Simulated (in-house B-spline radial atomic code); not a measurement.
# Bi⁺: excited configurations

Aim: the energies of several excited configurations of Bi⁺ above a reference configuration, each from its own self-consistent run.

Method: Dirac-Hartree-Fock, average of configuration, Fermi nucleus, basis-set limit. Code: in-house B-spline radial atomic code version 1.

**1. Starting point**

```
element       : bismuth (Z = 83)
charge        : +1
electrons     : 82
configuration : [Xe] 4f14 5d10 6s2 6p2
Hamiltonian   : Dirac-Coulomb
nucleus       : Fermi, rms radius 5.521 fm
```

The outer shells:

[Xe] 4f14 5d10 6s2 6p2
```
[Xe] core
4f [↑↓][↑↓][↑↓][↑↓][↑↓][↑↓][↑↓]
5d [↑↓][↑↓][↑↓][↑↓][↑↓]
6s [↑↓]
6p [↑ ][↑ ][  ]
```

The boxes draw the filling by Hund's rule, which heavy ions in jj coupling don't follow; these runs average over all states of the configuration.

Input settings:

```ini
Z = 83
electrons = 82.0
configuration = [Xe] 4f14 5d10 6s2 6p2
hamiltonian = dirac
method = hf
spin_polarised = False
nucleus = fermi
rms_radius = 5.5211
mass_number = 209
atomic_mass = 208.980398599
speed_of_light = 137.035999084
```

This reference run was done before. Its total energy is -21565.399393 hartree, and its levels are (the highest eight at most):

```
orbital  occupation  energy (eV)  <r> (bohr)
  4f7/2           8      -184.96      0.4424
  5p1/2           2      -141.75      0.8958
  5p3/2           4      -116.39      0.9802
  5d3/2           4      -45.951       1.198
  5d5/2           6      -42.738       1.240
  6s1/2           2      -25.989       2.179
  6p1/2    0.666667      -16.687       2.613
  6p3/2     1.33333      -14.348       2.910
```

**2. Configuration [Xe] 4f14 5d10 6s2 6p1 10s1**

Input settings:

```ini
Z = 83
electrons = 82.0
configuration = [Xe] 4f14 5d10 6s2 6p1 10s1
hamiltonian = dirac
method = hf
spin_polarised = False
nucleus = fermi
rms_radius = 5.5211
mass_number = 209
atomic_mass = 208.980398599
speed_of_light = 137.035999084
```

**3. Configuration [Kr] 4d9 4f14 5s2 5p6 5d10 6s2 6p2 8d1**

Changes to the settings of step 2:

```diff
@@ -2,3 +2,3 @@
 electrons = 82.0
-configuration = [Xe] 4f14 5d10 6s2 6p1 10s1
+configuration = [Kr] 4d9 4f14 5s2 5p6 5d10 6s2 6p2 8d1
 hamiltonian = dirac
```

**4. [Xe] 4f14 5d10 6s2 6p1 8s1**

Changes to the settings of step 3:

```diff
@@ -2,3 +2,3 @@
 electrons = 82.0
-configuration = [Kr] 4d9 4f14 5s2 5p6 5d10 6s2 6p2 8d1
+configuration = [Xe] 4f14 5d10 6s2 6p1 8s1
 hamiltonian = dirac
```

**5. [Xe] 4f14 5d9 6s2 6p2 9d1**

Changes to the settings of step 4:

```diff
@@ -2,3 +2,3 @@
 electrons = 82.0
-configuration = [Xe] 4f14 5d10 6s2 6p1 8s1
+configuration = [Xe] 4f14 5d9 6s2 6p2 9d1
 hamiltonian = dirac
```

**6. Configuration [Xe] 4f14 5d9 6s2 6p2 7g1**

Changes to the settings of step 5:

```diff
@@ -2,3 +2,3 @@
 electrons = 82.0
-configuration = [Xe] 4f14 5d9 6s2 6p2 9d1
+configuration = [Xe] 4f14 5d9 6s2 6p2 7g1
 hamiltonian = dirac
```

**7. [Xe] 4f14 5d10 6s2 6p1 7g1**

Changes to the settings of step 6:

```diff
@@ -2,3 +2,3 @@
 electrons = 82.0
-configuration = [Xe] 4f14 5d9 6s2 6p2 7g1
+configuration = [Xe] 4f14 5d10 6s2 6p1 7g1
 hamiltonian = dirac
```

Q: How far above the reference does each configuration lie (order and size, in eV)?

The runs gave:

| net move | configuration | energy above the reference (eV) | with Breit, QED, recoil (eV) | largest <r> (bohr) |
| --- | --- | --- | --- | --- |
| 6p → 8s | [Xe] 4f14 5d10 6s2 6p1 8s1 | 10.852 | 10.843 | 10.4 |
| 6p → 10s | [Xe] 4f14 5d10 6s2 6p1 10s1 | 13.170 | 13.159 | 24.6 |
| 6p → 7g | [Xe] 4f14 5d10 6s2 6p1 7g1 | 13.725 | 13.713 | 31.7 |
| 5d → 9d | [Xe] 4f14 5d9 6s2 6p2 9d1 | 39.794 | 39.841 | 25.6 |
| 5d → 7g | [Xe] 4f14 5d9 6s2 6p2 7g1 | 40.200 | 40.247 | 31.7 |
| 4d → 8d | [Kr] 4d9 4f14 5s2 5p6 5d10 6s2 6p2 8d1 | 468.77 | 468.38 | 17.2 |

Quantum defects of the promoted electron, δ = n − ζ/√(−2ε) with ζ = 2 and ε its orbital energy in hartree:

| promotion | δ |
| --- | --- |
| 6p → 8s | 4.305 |
| 6p → 10s | 4.285 |
| 6p → 7g | 0.002 |
| 5d → 9d | 3.011 |
| 5d → 7g | 0.002 |
| 4d → 8d | 3.029 |

**Reading.** The energies run from 10.852 eV (6p → 8s) to 468.77 eV (4d → 8d). Koopmans' estimate of the ionisation threshold is 14.348 eV; 3 configurations exceed it by over 2 % and could autoionise. Of those tabulated, the defect is largest for 8s (4.30) and least for 7g (0.00): low angular momentum penetrates the core, high angular momentum stays outside it. Two partly filled shells share a symmetry and can mix in the average, which may lower the energy, for: 5d → 9d; 4d → 8d. These are averages over configurations, without correlation, not spectroscopic levels.
